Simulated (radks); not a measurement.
**K⁴⁺ in [Ne] 3s2 3p3: an all-electron calculation**

One table from this session's results is given with a row withheld; the runs are named, their logs left out.

Program: radks (a radial shooting solver on a logarithmic mesh, Libxc functionals) version 1. Level of theory: Dirac Kohn-Sham, PBE, spin-unpolarised, spherical densities, finite nucleus; open shells fill j = l - 1/2 first. These are calculated values, not measurements, unless marked.

## Starting point

| Item | Value |
| --- | --- |
| element | potassium (Z = 19) |
| charge | +4 |
| electrons | 15 |
| configuration | [Ne] 3s2 3p3 |
| nuclear rms radius | 3.4349 fm |

Set-up of the first run:

Input:

```text
Z 19
configuration [Ne] 3s2 3p3 4s0 3d0 4p0 4f0
relativity Dirac
functional pbe,pbe
spin unpolarised
j_filling energy
nucleus finite rms 3.4349 fm
c 137.035999084
```

One of the session's tables, all rows but one given; the rest of the session is left out.

It belongs to the step «Shells». Radial moments (bohr):

| level | <r> | outermost maximum (interpolated) | 90 % within | nodes |
| --- | --- | --- | --- | --- |
| 1s1/2 | 0.08104 | 0.0530 | 0.145 | 0 |
| 2s1/2 | 0.3865 | 0.318 | 0.602 | 1 |
| 2p1/2 | 0.3476 | 0.261 | 0.574 | 0 |
| 2p3/2 | 0.3500 | 0.263 | 0.578 | 0 |
| 3s1/2 | ? | ? | ? | ? |
| 3p1/2 | 1.238 | 1.08 | 1.87 | 1 |
| 3p3/2 | 1.244 | 1.08 | 1.88 | 1 |
| 3d3/2 | 1.390 | 1.11 | 2.21 | 0 |
| 3d5/2 | 1.391 | 1.11 | 2.21 | 0 |
| 4s1/2 | 2.689 | 2.55 | 3.83 | 3 |
| 4p1/2 | 2.933 | 2.78 | 4.21 | 2 |
| 4p3/2 | 2.942 | 2.79 | 4.22 | 2 |

Estimate the missing values for 3s1/2.

As computed: <r>: 1.170; outermost maximum (interpolated): 1.04; 90 % within: 1.73; nodes: 2. In the column «<r>» it lies between 2s1/2 (0.3865) and 3p1/2 (1.238).

Caveats from the session: Spin polarisation and multiplet splitting are left out.
